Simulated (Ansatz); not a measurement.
Write a Python script for Ansatz 0.2.0 through its Python package that makes a small convex hull of the Zr-Cu system. Level of theory (first run): LDA, PAW, cutoff 470 eV, 13×13×13 k-points, Fermi-Dirac smearing of 0.1 eV.

`zrcu_hull.py`
```python
"""Stability of Zr-Cu compounds against each other, after relaxing atoms and volume at fixed cell shape."""

from collections import Counter
import warnings

import ansatz as az
from ase import Atoms
import numpy as np
from scipy.spatial import ConvexHull


def solve(name, crystal):
    calc = (
        crystal.calculation()
        .functional(az.Functional.LDA)
        .basis(470)
        .kpoints(spacing=0.16)  # sampling of the Brillouin zone
        .occupations("fermi_dirac", width=0.1)
    )
    calc = calc.relax(force_tolerance=0.03, max_steps=60, fix_cell=["shape"])
    return calc.run()


def counts(outcome):
    return Counter(site.symbol for site in outcome.lattice.sites)

def formation_energy(outcome, mu):
    n = counts(outcome)
    return (outcome.report["energy_sigma0_ev"] - sum(k * mu[element] for element, k in n.items())) / sum(n.values())

warnings.simplefilter("ignore", az.DeckWarning)

phases = {}
zrcu_pm_3m = (
    az.Lattice.cubic(3.252664)
    .space_group(221)
    .atom("Zr", (0.5, 0.5, 0.5))
    .atom("Cu", (0.0, 0.0, 0.0))
)
phases["ZrCu Pm-3m"] = zrcu_pm_3m
zr3cu_pm_3m = (
    az.Lattice.cubic(4.311517)
    .space_group(221)
    .atom("Zr", (0.5, 0.5, 0.0))
    .atom("Cu", (0.0, 0.0, 0.0))
)
phases["Zr3Cu Pm-3m"] = zr3cu_pm_3m
zr = (
    az.Lattice.from_parameters(3.232, 3.232, 5.147, alpha=90, beta=90, gamma=120)
    .space_group(194)
    .atom("Zr", (1 / 3, 2 / 3, 0.25))
)
phases["Zr"] = zr
atoms = Atoms(
    ["Cu"],
    scaled_positions=[
        (0.0, 0.0, 0.0),
    ],
    cell=[
        (0.0, 1.8075, 1.8075),
        (1.8075, 0.0, 1.8075),
        (1.8075, 1.8075, 0.0),
    ],
    pbc=True,
)
cu = az.Crystal.from_ase(atoms)
phases["Cu"] = cu

done = {}
for name, crystal in phases.items():
    done[name] = solve(name, crystal)
    print(f"{name}: {done[name].report['energy_sigma0_ev']:.4f} eV, {len(done[name].lattice.sites)} atoms")

# chemical potentials of the elements at zero temperature
references = {"Zr": "Zr", "Cu": "Cu"}
mu = {element: done[name].report["energy_sigma0_ev"] / len(done[name].lattice.sites) for element, name in references.items()}
points = sorted((counts(o)["Cu"] / len(o.lattice.sites), formation_energy(o, mu), name) for name, o in done.items())

xy = np.array([(x, e) for x, e, _ in points] + [(0.5, 10.0)])
hull = sorted(tuple(xy[i]) for i in ConvexHull(xy).vertices if xy[i, 1] < 5)
rows = [(name, x, e, e - np.interp(x, *zip(*hull))) for x, e, name in points]
print("     phase       x(Cu)  E_form (eV/atom)  above hull (eV/atom)")
for row in rows:
    print(f"{str(row[0]):>10}  {row[1]:10.3f}  {row[2]:16.4f}  {row[3]:20.4f}")
print("on the hull of these phases:", ", ".join(row[0] for row in rows if row[3] < 1e-6))
```

```console
$ python zrcu_hull.py
ZrCu Pm-3m: -10633.4234 eV, 2 atoms
Zr3Cu Pm-3m: -18788.0773 eV, 4 atoms
Zr: -8154.9257 eV, 2 atoms
Cu: -6555.7216 eV, 1 atoms
     phase       x(Cu)  E_form (eV/atom)  above hull (eV/atom)
        Zr       0.000            0.0000                0.0000
Zr3Cu Pm-3m       0.250            0.0082                0.0679
ZrCu Pm-3m       0.500           -0.1195                0.0000
        Cu       1.000            0.0000                0.0000
on the hull of these phases: Zr, ZrCu Pm-3m, Cu
```

Total energies depend on the potentials; only differences at equal settings carry meaning. Atoms and volume are relaxed with the cell's shape held, which in cells of lower than cubic symmetry can hide stresses and shift volumes. The cells come from databases of deposited and of computed structures, and not all need be stable phases. Differences under 10 to 15 meV an atom lie within the error of mesh and functional, so such verdicts may flip; only the cells listed enter the hull. Wall time of the script: 90 s on 1 thread of Arm Neoverse V2, with other jobs on the host, peak memory 0.56 GiB.
